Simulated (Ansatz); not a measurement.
**GeHSCl₂F: how energies converge with the basis set**

How large a basis does GeHSCl₂F need? Two functionals are run in growing sets.

Method: one geometry, several basis sets; program: Ansatz 0.2.0, Gaussian basis.

Plan: PBE0-D4/def2-SVP; ωB97M-V/def2-SVP; PBE0-D4/def2-QZVPP; ωB97M-V/def2-QZVPP; the functionals' def2-TZVPP values are taken from earlier runs.

## (1) The geometry

All runs share one geometry, relaxed beforehand with PBE0-D4 in a triple-zeta def2 set.

SMILES `[F][Ge]([SH])([Cl])[Cl]`, 6 atoms, charge 0, spin multiplicity 1.

Atoms are counted from 1 here; the program's logs count them from 0.

Bond lengths: F1–Ge2 1.720 Å, Ge2–S3 2.181 Å, Ge2–Cl4 2.115 Å, Ge2–Cl5 2.121 Å, S3–H6 1.346 Å. Angles: F1–Ge2–S3 111.1°, F1–Ge2–Cl4 107.1°, F1–Ge2–Cl5 104.8°, S3–Ge2–Cl4 109.1°, S3–Ge2–Cl5 113.6°, Cl4–Ge2–Cl5 110.9°, Ge2–S3–H6 92.1°.

## (2) PBE0-D4 in def2-SVP

File in.yaml:

```yaml
crystal:
  periodic: [false, false, false]
  atoms:
    - {symbol: F, position_ang: [1.026940, -1.407026, -0.691166]}
    - {symbol: Ge, position_ang: [-0.148082, -0.195614, -0.359919]}
    - {symbol: S, position_ang: [-0.244450, 0.240028, 1.774850]}
    - {symbol: Cl, position_ang: [-2.016494, -0.952959, -0.997676]}
    - {symbol: Cl, position_ang: [0.438884, 1.465286, -1.540541]}
    - {symbol: H, position_ang: [0.985302, 0.786285, 1.768452]}
basis:
  gaussian: {orbitals: def2-SVP}
hamiltonian: {xc: pbe0, dispersion: d4}
output: {orbitals: {seedname: orbitals}}
```

Launch:

```
ansatz run in.yaml --threads 4 --pin off --events-out ev --progress --plain --max-ram 10444MiB
```

The runs that follow: ωB97M-V in def2-SVP; PBE0-D4 in def2-QZVPP; ωB97M-V in def2-QZVPP.

Before running them: what should the planned runs give, taken together? Wanted: PBE0-D4: double and triple zeta above quadruple; ωB97M-V: double and triple zeta above quadruple.

The runs gave:

| quantity | value |
| --- | --- |
| PBE0-D4: double and triple zeta above quadruple | 25.53, 2.43 eV |
| ωB97M-V: double and triple zeta above quadruple | 25.32, 2.34 eV |

In words: For PBE0-D4 the step from double to triple zeta gains 23.09 eV and the next only 2.43 eV. These are total energies; as a rule much of such shifts cancels in differences, which this series doesn't test. The LUMO of ωB97M-V is positive and keeps falling with the basis (0.68 to 0.16 eV): an unbound level that the basis holds in place.
